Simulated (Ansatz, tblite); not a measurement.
# B12P12 zinc blende off sphere (B12P12H32): spin states and exact exchange

Is the singlet the ground state of B12P12 zinc blende off sphere (B12P12H32)? Other spin states are computed and compared level by level.

Computed with Ansatz 0.2.0, Gaussian basis. Level: as each input shows.

Levels to be run: triplet, at the geometry of the singlet (GFN1-xTB, GFN2-xTB, PBE0-D4/def2-SVP, PBE-D4/def2-SVP); the singlet's energies come from earlier runs.

1 further run of the same task is left out (set aside as unsound or not needed). Runs told in other sessions of the task aren't counted.

## Step 1: The relaxed structure

The geometry is that of the singlet, from an earlier relaxation (r2SCAN-D4/def2-SVP).

56 atoms, charge 0, spin multiplicity 1.

Bond lengths: B1–P14 1.961 Å, B1–P15 1.962 Å, B1–H25 1.218 Å, B1–H26 1.220 Å, B2–P13 1.951 Å, B2–P17 1.950 Å, B2–H27 1.215 Å, B2–H28 1.210 Å, B3–P16 1.957 Å, B3–P18 1.960 Å, B3–H29 1.217 Å, B3–H30 1.214 Å, B4–P14 1.965 Å, B4–P19 1.938 Å, B4–P20 1.965 Å, B4–H31 1.214 Å, B5–P16 1.966 Å, B5–P19 1.940 Å and more. Angles: P14–B1–P15 104.3°, P14–B1–H25 106.9°, P14–B1–H26 109.0°, P15–B1–H25 110.2°, P15–B1–H26 111.5°, H25–B1–H26 114.3°, P13–B2–P17 109.5°, P13–B2–H27 109.2°, P13–B2–H28 107.9°, P17–B2–H27 108.2°, P17–B2–H28 107.2°, H27–B2–H28 114.7°, P16–B3–P18 104.3°, P16–B3–H29 107.9°, P16–B3–H30 109.4°, P18–B3–H29 107.4°, P18–B3–H30 111.9°, H29–B3–H30 115.3° and more.

## Step 2: Triplet at the fixed geometry, GFN1-xTB

Tight binding, by tblite at 300 K electronic temperature and without a spin-polarisation term:

```python
tblite.interface.Calculator('GFN1-xTB', numbers, positions, charge=0, uhf=2).singlepoint()
```

Energy -1783.2054 eV; 0.55 s.

## Step 3: Triplet at the fixed geometry, GFN2-xTB

Tight binding, by tblite at 300 K electronic temperature and without a spin-polarisation term:

```python
tblite.interface.Calculator('GFN2-xTB', numbers, positions, charge=0, uhf=2).singlepoint()
```

Energy -1672.5220 eV; 0.38 s.

## Step 4: Triplet at the fixed geometry, PBE0-D4/def2-SVP

Input file in.yaml:

```yaml
crystal:
  periodic: [false, false, false]
  atoms:
    - {symbol: B, position_ang: [-3.625080, 1.334610, -0.449091]}
    - {symbol: B, position_ang: [-1.675194, -3.069492, 2.120796]}
    - {symbol: B, position_ang: [1.013649, -3.308455, -0.624014]}
    - {symbol: B, position_ang: [-1.357332, 1.359005, -2.769296]}
    - {symbol: B, position_ang: [0.955431, -0.951226, -2.844112]}
    - {symbol: B, position_ang: [-1.296221, -0.979385, -0.555351]}
    - {symbol: B, position_ang: [-1.266641, 1.263062, 1.809258]}
    - {symbol: B, position_ang: [1.022198, -1.022806, 1.683852]}
    - {symbol: B, position_ang: [0.978796, 1.297956, -0.552894]}
    - {symbol: B, position_ang: [-1.337671, 3.624207, -0.446526]}
    - {symbol: B, position_ang: [3.309809, -1.010766, -0.621774]}
    - {symbol: B, position_ang: [3.066931, 1.675621, 2.124421]}
    - {symbol: P, position_ang: [-2.423111, -2.072447, 0.619507]}
    - {symbol: P, position_ang: [-2.456923, 0.242643, -1.583576]}
    - {symbol: P, position_ang: [-2.387315, 2.384212, 0.653528]}
    - {symbol: P, position_ang: [-0.119732, -2.096059, -1.661771]}
    - {symbol: P, position_ang: [-0.134458, -2.111553, 2.836267]}
    - {symbol: P, position_ang: [2.118645, -2.117644, 0.472022]}
    - {symbol: P, position_ang: [-0.217941, 0.221999, -3.848895]}
    - {symbol: P, position_ang: [-0.243362, 2.458442, -1.581209]}
    - {symbol: P, position_ang: [2.097890, 0.123568, -1.659160]}
    - {symbol: P, position_ang: [-0.161325, 0.160614, 0.614800]}
    - {symbol: P, position_ang: [2.109772, 0.133432, 2.837855]}
    - {symbol: P, position_ang: [2.068911, 2.424890, 0.624580]}
    - {symbol: H, position_ang: [-4.253988, 2.067926, -1.190642]}
    - {symbol: H, position_ang: [-4.317004, 0.597241, 0.233659]}
    - {symbol: H, position_ang: [-2.510262, -3.155032, 2.998830]}
    - {symbol: H, position_ang: [-1.272757, -4.129891, 1.699652]}
    - {symbol: H, position_ang: [1.755839, -3.882884, -1.398938]}
    - {symbol: H, position_ang: [0.313642, -4.030273, 0.056097]}
    - {symbol: H, position_ang: [-2.065376, 2.067071, -3.454933]}
    - {symbol: H, position_ang: [1.642063, -1.636335, -3.574534]}
    - {symbol: H, position_ang: [-1.952306, 0.501886, 2.481230]}
    - {symbol: H, position_ang: [-0.507293, 1.948387, 2.483629]}
    - {symbol: H, position_ang: [-2.070773, 4.253334, -1.188105]}
    - {symbol: H, position_ang: [-0.601712, 4.316103, 0.237769]}
    - {symbol: H, position_ang: [3.884951, -1.751736, -1.397347]}
    - {symbol: H, position_ang: [4.030969, -0.311616, 0.059878]}
    - {symbol: H, position_ang: [4.127359, 1.274252, 1.702364]}
    - {symbol: H, position_ang: [3.152347, 2.509503, 3.003599]}
    - {symbol: H, position_ang: [-3.138207, -2.985723, -0.198074]}
    - {symbol: H, position_ang: [-3.477933, -1.233163, 1.048709]}
    - {symbol: H, position_ang: [-3.234723, -0.597550, -2.433387]}
    - {symbol: H, position_ang: [-3.187606, 3.182737, 1.512734]}
    - {symbol: H, position_ang: [-0.968439, -2.868416, -2.506178]}
    - {symbol: H, position_ang: [0.685641, -3.034337, 3.537472]}
    - {symbol: H, position_ang: [-0.530593, -1.277797, 3.911188]}
    - {symbol: H, position_ang: [2.928257, -2.927435, 1.317769]}
    - {symbol: H, position_ang: [-0.996318, -0.536407, -4.764285]}
    - {symbol: H, position_ang: [0.540624, 1.002171, -4.762629]}
    - {symbol: H, position_ang: [0.596930, 3.238062, -2.429266]}
    - {symbol: H, position_ang: [2.870681, 0.973773, -2.501670]}
    - {symbol: H, position_ang: [1.275462, 0.527841, 3.912987]}
    - {symbol: H, position_ang: [3.032859, -0.686841, 3.538454]}
    - {symbol: H, position_ang: [1.227078, 3.476819, 1.055828]}
    - {symbol: H, position_ang: [2.980865, 3.143883, -0.191054]}
basis:
  gaussian: {orbitals: def2-SVP, fitting: {mean_field: def2-universal-jkfit}}
magnetization: {spin_polarized: true, initial_magnetization: 2}
hamiltonian: {xc: pbe0, dispersion: d4}
scf: {omitted_lower_state_checks: [starts]}
output: {orbitals: {seedname: orbitals}}
```

The run is started by

```
$ ansatz run in.yaml --threads 2 --pin off --events-out ev --progress --plain --max-ram 32768MiB --backend cuda --devices 0, --max-vram 18GiB
```

The log of the run:

```text
Functional definition: PBE0
  name "PBE0"
  cite "Adamo & Barone, J. Chem. Phys. 110, 6158 (1999) doi:10.1063/1.478522"
  cite "Perdew, Burke & Ernzerhof, Phys. Rev. Lett. 77, 3865 (1996) doi:10.1103/PhysRevLett.77.3865"
  parent pbe
  parameter a = 0.25
  parameter kappa = 0.804
  parameter beta = 0.06672455060314922
  exchange = (1 - a)*pbe_x(kappa = kappa, mu = beta*pi^2/3) + a*exact_x
  correlation = pbe_c(beta = beta)
these checks for a lower state are left out or cut short: starts
3012 factors; integrals over basis functions are off by at most 2.9e-1 eV
mean field evaluation 1: about -119999.1916 eV, gradient 4.7e1 eV
mean field evaluation 2: about -119992.9533 eV, gradient 5.5e1 eV
mean field evaluation 4: about -120014.3779 eV, gradient 7.8e0 eV
mean field evaluation 8: about -120014.8022 eV, gradient 6.0e-1 eV
mean field evaluation 16: about -120014.8340 eV, gradient 5.7e-2 eV
mean field evaluation 32: about -120014.8355 eV, gradient 1.2e-3 eV
mean field -120014.83552901 eV, -4410.4638567137 hartree, gradient 6.0e-6 eV, S^2 2.005569; 0 other end points of the search recorded, 0 dependent functions left out
reference -120014.83559048 eV, -4410.4638589727 hartree; 137, 135 occupied and 407, 409 virtual orbitals, 3012 factors
Total energy: -120018.72367829 eV, -4410.6067435645 hartree
Checks for a lower state left out: starts
```

It took 14 s on 1 × H100 (card shared with other runs) with 2 threads of AMD EPYC 7R13, shared host; peak host memory 1.3 GiB.

From the report: HOMO -1.74 eV, LUMO -5.99 eV (over both spins; with the spin held, an empty level of the minority spin lies below the top filled one); ⟨S²⟩ 2.006 (pure: 2.00).

## Step 5: Triplet at the fixed geometry, PBE-D4/def2-SVP

start.molden holds the orbitals of an earlier run on this state, given as this run's starting guess.

in.yaml, as its differences from that of step 4:

```diff
@@ -60,5 +60,5 @@
 basis:
-  gaussian: {orbitals: def2-SVP, fitting: {mean_field: def2-universal-jkfit}}
+  gaussian: {orbitals: def2-SVP, fitting: {mean_field: def2-universal-jkfit}, initial_orbitals: start.molden}
 magnetization: {spin_polarized: true, initial_magnetization: 2}
-hamiltonian: {xc: pbe0, dispersion: d4}
+hamiltonian: {xc: pbe, dispersion: d4}
 scf: {omitted_lower_state_checks: [starts]}
```

Same command.

The log of the run:

```text
Functional definition: PBE
  name "PBE"
  cite "Perdew, Burke & Ernzerhof, Phys. Rev. Lett. 77, 3865 (1996) doi:10.1103/PhysRevLett.77.3865"
  parent pbe
  parameter kappa = 0.804
  parameter beta = 0.06672455060314922
  exchange = pbe_x(kappa = kappa, mu = beta*pi^2/3)
  correlation = pbe_c(beta = beta)
these checks for a lower state are left out or cut short: starts
3012 factors; integrals over basis functions are off by at most 2.9e-1 eV
mean field evaluation 1: about -120001.1574 eV, gradient 1.0e1 eV
mean field evaluation 2: about -120001.5587 eV, gradient 5.0e-1 eV
mean field evaluation 4: about -120001.5534 eV, gradient 2.0e-1 eV
mean field evaluation 8: about -120001.5964 eV, gradient 2.3e-1 eV
mean field evaluation 16: about -120001.6009 eV, gradient 2.1e-5 eV
mean field -120001.60093361 eV, -4409.9774943037 hartree, gradient 2.2e-6 eV, S^2 2.001508; 0 other end points of the search recorded, 0 dependent functions left out
reference -120001.60101551 eV, -4409.9774973134 hartree; 137, 135 occupied and 407, 409 virtual orbitals, 3012 factors
Total energy: -120005.94425621 eV, -4410.1371084651 hartree
Checks for a lower state left out: starts
```

It took 11 s on 1 × H100 (card shared with other runs) with 2 threads of AMD EPYC 7R13, shared host; peak host memory 1.2 GiB.

From the report: HOMO -1.56 eV, LUMO -6.20 eV (over both spins; with the spin held, an empty level of the minority spin lies below the top filled one); ⟨S²⟩ 2.002 (pure: 2.00).

## Step 6: Triplet less singlet, vertical

The singlet's energies are those of its earlier runs, whose logs aren't repeated here.

```csv
level,"triplet less singlet, vertical (eV)",time
GFN1-xTB,+4.700,0.89 s
GFN2-xTB,+4.131,0.65 s
PBE-D4/def2-SVP,+4.599,18 s
PBE0-D4/def2-SVP,+5.388,17 s
```

Times add the two runs; a level without a time comes out of a correlated run. Tight binding without a spin term can't rank spin states.

## Step 7: What came out

```
                                               quantity                                   value
triplet less singlet, vertical, functionals in def2-SVP  +4.599 (PBE-D4) to +5.388 eV (PBE0-D4)
```

**Reading.** All functionals put the triplet above the singlet, over a spread of 0.789 eV. The checks for a lower triplet were left out, so another state of that spin may lie lower. These are electronic energies, without zero-point motion, entropy or surroundings.
